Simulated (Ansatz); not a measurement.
Working through a search for lower mean-field states of CH₅Sb, SMILES [CH3][SbH2]

With Ansatz 0.2.0 through its Python package.

Notebook, run cell by cell (the value of a cell's last expression is shown):

```python
import ansatz as az
from ase import Atoms
import numpy as np
```

```python
atoms = Atoms(["C", "Sb", "H", "H", "H", "H", "H"], positions=[
    (-0.5693, -0.5175, -0.3683),
    (0.6531, 0.17, 1.2428),
    (-0.4738, -1.5472, -0.5971),
    (-1.6059, -0.3076, -0.1033),
    (-0.3838, 0.1114, -1.3075),
    (0.3375, 1.8817, 0.8805),
    (2.1033, 0.1411, 0.2072),
])
ch5sb = az.Crystal.molecule_from_ase(atoms)
symbols = [site.symbol for site in ch5sb.cartesian_sites]
```

```python
start = np.array([site.position_ang for site in ch5sb.cartesian_sites])
for factor in [1.0, 1.3]:
    xyz = (start - start.mean(axis=0)) * factor
    scaled = az.Crystal.molecule()
    for symbol, place in zip(symbols, xyz):
        scaled = scaled.atom(symbol, place.tolist())
    setup = scaled.calculation()
    setup = setup.basis(gaussian="def2-TZVP")
    setup = setup.functional("HF")
    setup = setup.spin("collinear")
    for search in ("off", "standard"):
        try:
            data = setup.scf(lower_state_search=search).run().report
        except az.AnsatzError as error:
            print(f"x{factor} search {search}: {type(error).__name__}")
            continue
        state = data["mean_field"]["state"]
        print(f"all distances x{factor}, search {search:8s} E = {data['free_energy_ev']:.5f} eV  <S^2> = {abs(state['spin_squared']):.3f}  other states met: {len(data['mean_field']['others'])}")
```

    all distances x1.0, search off      E = -7619.86094 eV  <S^2> = 0.000  other states met: 0
    all distances x1.0, search standard E = -7619.86094 eV  <S^2> = 0.000  other states met: 0
    all distances x1.3, search off      E = -7611.99531 eV  <S^2> = 0.000  other states met: 0
    all distances x1.3, search standard E = -7612.55495 eV  <S^2> = 1.328  other states met: 7

Notes:
- The settings weren't tested for convergence.
- The count of other states can hold repeated and symmetry-equivalent ends of the search; scaling all distances is a test, and for more than two atoms no physical path.
- The geometry comes from a force field and isn't relaxed at this level.
- def2 sets replace the cores of elements past krypton by effective core potentials.
- The expectation value of S² is noticeably off S(S+1) in at least one run, so that state is spin-contaminated.
- The whole script took 14 s on 1 thread of Arm Neoverse V1 (shared host), peak memory 0.35 GiB.

(Lines on the test bed's own set-up are left out of the output.)
